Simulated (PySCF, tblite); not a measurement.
# C₆H₁₁NSi: geometry, infrared bands and NMR shifts

Wanted: the infrared bands and NMR shifts of C₆H₁₁NSi (`[H]/N=C(/CC)CC#C[SiH3]`), by calculation.

Computed with tblite 0.8.0 and PySCF 2.14.0, with density-fitted response routines of our own, on a single molecule in the gas phase. Atoms count from 0, in the outputs and in this text.

**1. The starting structure**

19 atoms, charge 0, multiplicity 1; geometry from: force field or distance geometry start.

Bonds of the start (Å): C0–C1 1.50, C1–C2 1.51, C2–N3 1.28, C2–C4 1.48, C4–C5 1.48, C5–C6 1.21, C6–Si7 1.83, C0–H8 1.11, C0–H9 1.11, C0–H10 1.14, C1–H11 1.11, C1–H12 1.12, N3–H13 1.05, C4–H14 1.12, C4–H15 1.12, Si7–H16 1.49, Si7–H17 1.46, Si7–H18 1.48.

**2. Relaxing the molecule with GFN2-xTB**

The job: settings as JSON, then the geometry in Å.

```
{"job": {"kind": "relax", "xc": "GFN2-xTB", "basis": "xTB"}, "charge": 0, "multiplicity": 1}
C     -3.074400     0.277700     0.177900
C     -2.314700     0.014800    -1.087200
C     -0.865300    -0.125900    -0.699000
N     -0.308100    -1.243500    -0.985300
C     -0.088100     0.944200    -0.041000
C      1.281700     0.419000     0.151200
C      2.408600     0.012500     0.325200
Si     4.099900    -0.624900     0.585200
H     -2.582500     1.047700     0.807800
H     -3.184700    -0.632200     0.808600
H     -4.105900     0.712700    -0.041200
H     -2.449000     0.822300    -1.829700
H     -2.691300    -0.957100    -1.506400
H      0.696200    -1.406900    -0.743000
H     -0.012000     1.872200    -0.660100
H     -0.557800     1.179100     0.943300
H      4.280300    -1.890500    -0.180700
H      4.434800    -0.778900     1.998700
H      5.022600     0.366800    -0.016600
```

The run is started by

```
OMP_NUM_THREADS=1 python probes_run.py task.json out
```

This one command runs all jobs of the session in turn.

**Question.** This job is followed by: GFN2-xTB harmonic vibrations, gas phase; GIAO PBE0/pcSseg-1 NMR shielding, non-relativistic, gas phase. Predict these results of the whole session: strongest single infrared mode (GFN2-xTB); zero-point energy (GFN2-xTB); ¹³C shifts against TMS (PBE0/pcSseg-1); ¹H shifts against TMS (PBE0/pcSseg-1, means over atoms taken as alike); ¹⁵N shifts against NH3 (PBE0/pcSseg-1); ²⁹Si shifts against TMS (PBE0/pcSseg-1); surface potential, 1st and 99th percentile.

The runs gave:

| quantity | value |
| --- | --- |
| strongest single infrared mode (GFN2-xTB) | 792 cm⁻¹, 585 km/mol |
| zero-point energy (GFN2-xTB) | 92.1 kcal/mol |
| ¹³C shifts against TMS (PBE0/pcSseg-1) | 176.0, 112.8, 87.3, 39.1, 30.0, 15.0 ppm |
| ¹H shifts against TMS (PBE0/pcSseg-1, means over atoms taken as alike) | 11.43, 4.32, 3.13, 2.44, 1.13 ppm |
| ¹⁵N shifts against NH3 (PBE0/pcSseg-1) | 345.1 ppm |
| ²⁹Si shifts against TMS (PBE0/pcSseg-1) | -99.4 ppm |
| surface potential, 1st and 99th percentile | -1.88 V and 1.18 V |

The optimisation took 61 steps and gained 0.501 eV; among the close pairs (by a distance rule), C0–H10 changed most, from 1.141 to 1.087 Å. The lowest mode is imaginary (22i cm⁻¹), so the xTB geometry is not a minimum. The strongest single mode, at 792 cm⁻¹, moves mainly H16, H18 and H17. Unscaled tight-binding wavenumbers are off by several per cent, some by more. Its intensities can rank the bands wrongly. At PBE0/pcSseg-1: The widest tensor belongs to N3: span 627 ppm, with a paramagnetic part of -406 ppm.
